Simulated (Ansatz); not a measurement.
# TaCl (quintet): wave-function methods side by side, def2-TZVPP

The task here is to estimate one member of a computed series from the others.

Computed with Ansatz 0.2.0, Gaussian basis. Level: def2-TZVPP, core rule «outside noble gas», up to 9 orbitals frozen.

The runs, in order: UHF; ROHF; CCSD(T) on UHF.

## The system

The geometry is a PBE0/def2-TZVP stationary point (not a proven minimum) of the parent state, kept for this charge and spin. No spin-orbit coupling is included. Elements past krypton take def2 core potentials.

2 atoms, charge 0, spin multiplicity 5.

Atoms are counted from 1 here; the program's logs count them from 0.

Bond lengths: Ta1–Cl2 2.875 Å.

The first run:

in.yaml

```yaml
crystal:
  periodic: [false, false, false]
  atoms:
    - {symbol: Ta, position_ang: [0.000000, 0.000000, 0.000000]}
    - {symbol: Cl, position_ang: [0.000000, 0.000000, 2.875200]}
basis:
  gaussian: {orbitals: def2-TZVPP}
magnetization: {spin_polarized: true, initial_magnetization: 4}
hamiltonian: {xc: hf}
output: {orbitals: {seedname: orbitals}}
```

Started as:

```sh
ansatz run in.yaml --threads 1 --pin off --events-out ev --progress --plain --max-ram 4096MiB --backend cpu
```

Steps of the session up to this table: UHF; ROHF; CCSD(T) on UHF.

One table of the session follows, with a row left open; its other results are not shown here.

It belongs to the step «Misses and costs». 

```
  method  from UCCSD(T) (meV)
    ROHF              +7644.2
     UHF              +7479.8
    UMP2               +971.1
   UCCSD                    ?
UCCSD(T)                    0
```

**Question.** Estimate the row for UCCSD.

As computed: from UCCSD(T) (meV): +314.7. In the column «from UCCSD(T) (meV)» it lies between UCCSD(T) (0) and UMP2 (+971.1).

To keep in mind: Warnings: coupled cluster took another determinant than the lowest.
